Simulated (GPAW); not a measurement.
Crystal: Cs2AgBiBr6.

```
CELL_PARAMETERS angstrom
0.00000 5.61610 5.61610
5.61610 0.00000 5.61610
5.61610 5.61610 0.00000
ATOMIC_POSITIONS crystal
Bi 0.00000 0.00000 0.00000
Cs 0.75000 0.75000 0.75000
Cs 0.25000 0.25000 0.25000
Ag 0.50000 0.50000 0.50000
Br 0.74945 0.74945 0.25055
Br 0.25055 0.25055 0.74945
Br 0.74945 0.25055 0.25055
Br 0.74945 0.25055 0.74945
Br 0.25055 0.74945 0.74945
Br 0.25055 0.74945 0.25055
```

| Property | Result |
| --- | --- |
| Program | GPAW 26.7.0 |
| Task | relaxation of cell and atoms |
| Functional | PBEsol |
| Dispersion | D3(BJ) |
| Potentials or basis | PAW data sets generated in the run's folder for this functional |
| Cutoff | 600 eV |
| Basis | pw |
| k mesh | 3 × 3 × 3 |
| Occupations | fermi-dirac, width 0.05 eV |
| Spin | no spin polarisation |

At the start: pressure -1.1 GPa; volume 35.43 Å³/atom.

**Question.** How do energy, volume and symmetry change on relaxing?

**Answer.** Over 5 steps the energy falls by 10.5 meV/atom and the volume is 33.61 Å³/atom (-5.1 %); space group Fm-3m (No. 225, to 0.05 Å).

Step by step:
```tsv
step	energy change (eV)	largest force (eV/Å)	pressure (GPa)	volume (Å³)
1	0.0000	0.2921	-1.07	354.27
2	-0.0093	0.2579	-1.09	353.91
3	-0.0595	0.1104	-1.10	349.52
4	-0.0629	0.1091	-1.06	349.00
5	-0.1049	0.0071	0.07	336.06
```

Final structure:
```xyz
10
Lattice="0.0000 5.5182 5.5182 5.5182 0.0000 5.5182 5.5182 5.5182 0.0000" Properties=species:S:1:pos:R:3 pbc="T T T"
Bi    0.0000    0.0000    0.0000
Cs    8.2772    8.2772    8.2772
Cs    2.7591    2.7591    2.7591
Ag    5.5182    5.5182    5.5182
Br    5.5182    5.5182    8.2261
Br    5.5182    5.5182    2.8102
Br    2.8102    5.5182    5.5182
Br    5.5182    8.2261    5.5182
Br    8.2261    5.5182    5.5182
Br    5.5182    2.8102    5.5182
```

Caveat: later steps reuse the first step's grids.
